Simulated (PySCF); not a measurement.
# AlH₂Br: NMR shifts at several levels of theory, part 2 of 2

PySCF 2.14.0. Atoms count from 0. The steps go on from the part before.

### 8 Nuclear shieldings: CAM-B3LYP/pcSseg-2

What the job is given:

```
{"job": {"kind": "nmr", "xc": "CAM-B3LYP", "basis": "pcSseg-2", "pop": false}, "charge": 0, "multiplicity": 1}
Al    -0.308269    -0.112804    -0.161890
Br     1.925254    -0.285064    -0.449198
H     -1.014020     1.209461    -0.661874
H     -1.045784    -1.324425     0.530602
```

Method: GIAO CAM-B3LYP/pcSseg-2 NMR shielding, non-relativistic, gas phase.

What it wrote:

```text
coarse grid: 18632 points
cycle   1  E = -2817.9980328433  dE = -1.364e+00  |g| = 9.464e-01  |ddm| = 1.610e+00
cycle   2  E = -2818.0160532223  dE = -1.802e-02  |g| = 5.307e-01  |ddm| = 3.856e-01
cycle   3  E = -2818.0278651412  dE = -1.181e-02  |g| = 8.348e-02  |ddm| = 1.561e-01
cycle   4  E = -2818.0282080572  dE = -3.429e-04  |g| = 1.369e-02  |ddm| = 3.135e-02
cycle   5  E = -2818.0282379169  dE = -2.986e-05  |g| = 2.711e-03  |ddm| = 1.191e-02
cycle   6  E = -2818.0282401304  dE = -2.214e-06  |g| = 7.494e-04  |ddm| = 4.012e-03
final grid: 35712 points
cycle   7  E = -2818.0282275961  dE = -1.471e-07  |g| = 4.976e-04  |ddm| = 1.143e-03
cycle   8  E = -2818.0282276265  dE = -3.042e-08  |g| = 3.910e-04  |ddm| = 6.041e-04
cycle   9  E = -2818.0282276503  dE = -2.373e-08  |g| = 3.394e-05  |ddm| = 2.034e-04
cycle  10  E = -2818.0282276505  dE = -2.087e-10  |g| = 7.539e-06  |ddm| = 2.941e-05
converged SCF energy = -2818.0282276505

GIAO shielding tensors (ppm)
atom      isotropic    diamagn.    paramagn.     s11        s22        s33       span
  0 Al     302.643     791.735    -489.093    241.052    318.234    348.642    107.591
  1 Br    2498.661    3125.125    -626.464   1994.662   2710.010   2791.311    796.649
  2 H       26.097      27.565      -1.468     22.902     24.041     31.350      8.448
  3 H       26.110      27.571      -1.461     22.894     24.056     31.379      8.485
```

Wall time 12 s (1 thread of Arm Neoverse N1, shared host); peak memory 0.66 GiB.

Key values: δ Al0 175.7, Br1 71, H2 5.23 ppm (means over like atoms).

### 9 NMR shieldings: wB97X-D/pcSseg-2

What the job is given:

```
{"job": {"kind": "nmr", "xc": "wB97X-D", "basis": "pcSseg-2", "pop": false}, "charge": 0, "multiplicity": 1}
Al    -0.308269    -0.112804    -0.161890
Br     1.925254    -0.285064    -0.449198
H     -1.014020     1.209461    -0.661874
H     -1.045784    -1.324425     0.530602
```

Method: GIAO wB97X-D/pcSseg-2 NMR shielding, non-relativistic, gas phase.

What it wrote:

```text
coarse grid: 18632 points
cycle   1  E = -2817.9196742231  dE = -1.383e+00  |g| = 9.149e-01  |ddm| = 1.589e+00
cycle   2  E = -2817.9410995467  dE = -2.143e-02  |g| = 4.850e-01  |ddm| = 3.791e-01
cycle   3  E = -2817.9508677854  dE = -9.768e-03  |g| = 8.245e-02  |ddm| = 1.373e-01
cycle   4  E = -2817.9512234563  dE = -3.557e-04  |g| = 1.501e-02  |ddm| = 3.549e-02
cycle   5  E = -2817.9512617740  dE = -3.832e-05  |g| = 3.341e-03  |ddm| = 1.307e-02
cycle   6  E = -2817.9512667073  dE = -4.933e-06  |g| = 7.630e-04  |ddm| = 6.986e-03
final grid: 35712 points
cycle   7  E = -2817.9513886918  dE = -6.114e-07  |g| = 1.155e-03  |ddm| = 1.846e-03
cycle   8  E = -2817.9513887298  dE = -3.804e-08  |g| = 1.051e-03  |ddm| = 6.901e-04
cycle   9  E = -2817.9513887779  dE = -4.810e-08  |g| = 4.414e-05  |ddm| = 2.592e-04
cycle  10  E = -2817.9513887789  dE = -9.873e-10  |g| = 1.857e-05  |ddm| = 8.010e-05
converged SCF energy = -2817.9513887789

GIAO shielding tensors (ppm)
atom      isotropic    diamagn.    paramagn.     s11        s22        s33       span
  0 Al     320.262     791.831    -471.569    263.612    337.152    360.023     96.411
  1 Br    2531.990    3125.106    -593.116   2055.622   2730.097   2810.250    754.628
  2 H       26.150      27.573      -1.423     22.950     24.083     31.417      8.466
  3 H       26.162      27.576      -1.414     22.942     24.099     31.445      8.503
```

Wall time 12 s (1 thread of Arm Neoverse N1, shared host); peak memory 0.67 GiB.

Key values: δ Al0 166.7, Br1 46, H2 5.20 ppm (means over like atoms).

### 10 Shielding tensors: LC-wPBE/pcSseg-2

What the job is given:

```
{"job": {"kind": "nmr", "xc": "LC-wPBE", "basis": "pcSseg-2", "pop": false}, "charge": 0, "multiplicity": 1}
Al    -0.308269    -0.112804    -0.161890
Br     1.925254    -0.285064    -0.449198
H     -1.014020     1.209461    -0.661874
H     -1.045784    -1.324425     0.530602
```

With the program's defaults for keys left out, this is: GIAO LC-wPBE/pcSseg-2 NMR shielding, non-relativistic, gas phase.

What it wrote:

```text
coarse grid: 18632 points
cycle   1  E = -2817.4207176699  dE = -1.402e+00  |g| = 1.031e+00  |ddm| = 1.586e+00
cycle   2  E = -2817.4467986567  dE = -2.608e-02  |g| = 5.864e-01  |ddm| = 3.843e-01
cycle   3  E = -2817.4589384310  dE = -1.214e-02  |g| = 1.026e-01  |ddm| = 1.344e-01
cycle   4  E = -2817.4595360918  dE = -5.977e-04  |g| = 1.820e-02  |ddm| = 4.677e-02
cycle   5  E = -2817.4595982876  dE = -6.220e-05  |g| = 3.881e-03  |ddm| = 1.549e-02
cycle   6  E = -2817.4596066990  dE = -8.411e-06  |g| = 8.164e-04  |ddm| = 9.388e-03
final grid: 35712 points
cycle   7  E = -2817.4595346352  dE = -1.961e-07  |g| = 6.917e-04  |ddm| = 1.310e-03
cycle   8  E = -2817.4595346613  dE = -2.616e-08  |g| = 6.734e-04  |ddm| = 5.432e-04
cycle   9  E = -2817.4595346762  dE = -1.489e-08  |g| = 4.261e-05  |ddm| = 1.690e-04
cycle  10  E = -2817.4595346776  dE = -1.339e-09  |g| = 1.793e-05  |ddm| = 1.088e-04
cycle  11  E = -2817.4595346778  dE = -2.210e-10  |g| = 2.511e-06  |ddm| = 5.122e-05
converged SCF energy = -2817.4595346778

GIAO shielding tensors (ppm)
atom      isotropic    diamagn.    paramagn.     s11        s22        s33       span
  0 Al     318.191     791.589    -473.398    254.900    340.079    359.593    104.694
  1 Br    2578.628    3124.576    -545.947   2123.107   2771.525   2841.254    718.147
  2 H       26.209      27.598      -1.390     23.014     24.158     31.454      8.441
  3 H       26.221      27.603      -1.382     23.006     24.175     31.483      8.477
```

Run time: 15 s. Hardware: 1 thread of Arm Neoverse N1, shared host; peak memory 0.67 GiB.

This run: δ Al0 166.7, Br1 14, H2 5.10 ppm (means over like atoms).

### 11 NMR shieldings: PBE0/STO-3G

What the job is given:

```
{"job": {"kind": "nmr", "xc": "PBE0", "basis": "STO-3G", "pop": true}, "charge": 0, "multiplicity": 1}
Al    -0.308269    -0.112804    -0.161890
Br     1.925254    -0.285064    -0.449198
H     -1.014020     1.209461    -0.661874
H     -1.045784    -1.324425     0.530602
```

Level: GIAO PBE0/STO-3G NMR shielding, non-relativistic, gas phase.

What it wrote:

```text
coarse grid: 18632 points
cycle   1  E = -2786.3510377156  dE = -3.720e+00  |g| = 3.311e-01  |ddm| = 1.981e+00
cycle   2  E = -2786.3779373603  dE = -2.690e-02  |g| = 2.972e-01  |ddm| = 1.551e+00
cycle   3  E = -2786.4214527881  dE = -4.352e-02  |g| = 1.198e-02  |ddm| = 6.815e-01
cycle   4  E = -2786.4215382198  dE = -8.543e-05  |g| = 9.143e-04  |ddm| = 3.126e-02
cycle   5  E = -2786.4215389163  dE = -6.965e-07  |g| = 3.094e-04  |ddm| = 3.688e-03
final grid: 35712 points
cycle   6  E = -2786.4214427136  dE = -4.586e-08  |g| = 1.422e-04  |ddm| = 1.036e-03
cycle   7  E = -2786.4214427210  dE = -7.423e-09  |g| = 7.295e-05  |ddm| = 4.437e-04
cycle   8  E = -2786.4214427232  dE = -2.201e-09  |g| = 5.071e-06  |ddm| = 1.382e-04
cycle   9  E = -2786.4214427232  dE = -2.137e-11  |g| = 9.113e-07  |ddm| = 1.585e-05
converged SCF energy = -2786.4214427232

GIAO shielding tensors (ppm)
atom      isotropic    diamagn.    paramagn.     s11        s22        s33       span
  0 Al     317.217     781.651    -464.434    252.226    262.790    436.634    184.408
  1 Br    3021.323    3099.702     -78.379   2810.477   2897.896   3355.597    545.120
  2 H       29.213      30.678      -1.465     27.006     27.478     33.155      6.149
  3 H       29.226      30.666      -1.440     27.023     27.468     33.187      6.164
```

Run time: 2.2 s. Hardware: 1 thread of Arm Neoverse N1, shared host; peak memory 0.33 GiB.

This run: δ Al0 157.8, Br1 -181, H2 3.39 ppm (means over like atoms).

### 12 Nuclear shieldings: PBE0/6-31G

What the job is given:

```
{"job": {"kind": "nmr", "xc": "PBE0", "basis": "6-31G", "pop": true}, "charge": 0, "multiplicity": 1}
Al    -0.308269    -0.112804    -0.161890
Br     1.925254    -0.285064    -0.449198
H     -1.014020     1.209461    -0.661874
H     -1.045784    -1.324425     0.530602
```

Level: GIAO PBE0/6-31G NMR shielding, non-relativistic, gas phase.

What it wrote:

```text
coarse grid: 18632 points
cycle   1  E = -2816.9723106034  dE = -1.111e+00  |g| = 2.838e-01  |ddm| = 1.678e+00
cycle   2  E = -2816.9702358840  dE =  2.075e-03  |g| = 3.164e-01  |ddm| = 9.269e-01
cycle   3  E = -2816.9967932254  dE = -2.656e-02  |g| = 1.745e-02  |ddm| = 4.862e-01
cycle   4  E = -2816.9969247991  dE = -1.316e-04  |g| = 3.011e-03  |ddm| = 3.967e-02
cycle   5  E = -2816.9969281042  dE = -3.305e-06  |g| = 5.084e-04  |ddm| = 6.239e-03
final grid: 35712 points
cycle   6  E = -2816.9968927679  dE = -3.339e-08  |g| = 4.727e-04  |ddm| = 2.073e-03
cycle   7  E = -2816.9968927633  dE =  4.628e-09  |g| = 5.587e-04  |ddm| = 1.978e-03
cycle   8  E = -2816.9968928693  dE = -1.060e-07  |g| = 4.620e-05  |ddm| = 9.241e-04
cycle   9  E = -2816.9968928699  dE = -5.971e-10  |g| = 1.367e-06  |ddm| = 7.275e-05
converged SCF energy = -2816.9968928699

GIAO shielding tensors (ppm)
atom      isotropic    diamagn.    paramagn.     s11        s22        s33       span
  0 Al     359.616     795.696    -436.080    301.024    345.086    432.739    131.715
  1 Br    2540.401    3123.322    -582.921   1937.505   2555.428   3128.270   1190.765
  2 H       26.185      28.151      -1.966     23.482     24.398     30.674      7.192
  3 H       26.196      28.164      -1.968     23.495     24.384     30.709      7.214
```

Wall time 4 s (1 thread of Arm Neoverse N1, shared host); peak memory 0.32 GiB.

In short: δ Al0 183.0, Br1 45, H2 6.42 ppm (means over like atoms).

### 13 Run by run: NMR shifts

Shifts (ppm), means over like atoms, with basis size and wall time:

```tsv
run	H2	Al0	Br1	functions	time
PBE0/pcSseg-2	5.33	169.5	89	134	9 s
mPW1PW91/pcSseg-2	5.28	166.6	77	134	9.2 s
WP04/pcSseg-2	4.36	138.5	-70	134	9 s
B97-2/pcSseg-2	5.16	159.4	57	134	8.8 s
BHandHLYP/pcSseg-2	5.07	159.2	25	134	9.2 s
CAM-B3LYP/pcSseg-2	5.23	175.7	71	134	12 s
wB97X-D/pcSseg-2	5.20	166.7	46	134	12 s
LC-wPBE/pcSseg-2	5.10	166.7	14	134	15 s
PBE0/STO-3G	3.39	157.8	-181	29	2.2 s
PBE0/6-31G	6.42	183.0	45	44	4 s
```

### 14 Outcome

The summary covers parts 1 to 2.

```
                                                              quantity                                             value
                                                           point group                                               C2v
                                  rotational constants (main isotopes)                            127.86, 4.43, 4.28 GHz
1H shifts against TMS (PBE0/pcSseg-2, means over atoms taken as alike)                                          5.33 ppm
                             27Al shifts against AlH4- (PBE0/pcSseg-2)                                         169.5 ppm
                               79Br shifts against HBr (PBE0/pcSseg-2)                                            89 ppm
                                             range of the shift of Br1                                    -181 to 89 ppm
                                         property runs in this session  10, of which 0 failed and 1 gave unsound results
```

**Reading.** Single values in the summary come from the first run of each kind that ended normally (PBE0/pcSseg-2), which need not be the best level. Relaxing lowered the energy by 0.081 eV in 5 steps; the close pair that moved most is Al0–H3, from 1.503 to 1.578 Å. At PBE0/pcSseg-2: The widest tensor belongs to Br1: span 797 ppm, with a paramagnetic part of -622 ppm. Across the 10 runs the shift of Br1 moves most, between -181 (PBE0/STO-3G) and 89 ppm (PBE0/pcSseg-2). A minimal basis is unusable for shieldings, so that end is no result. Spin-orbit coupling is left out, which matters for shieldings and couplings at and beside the heavy atoms.
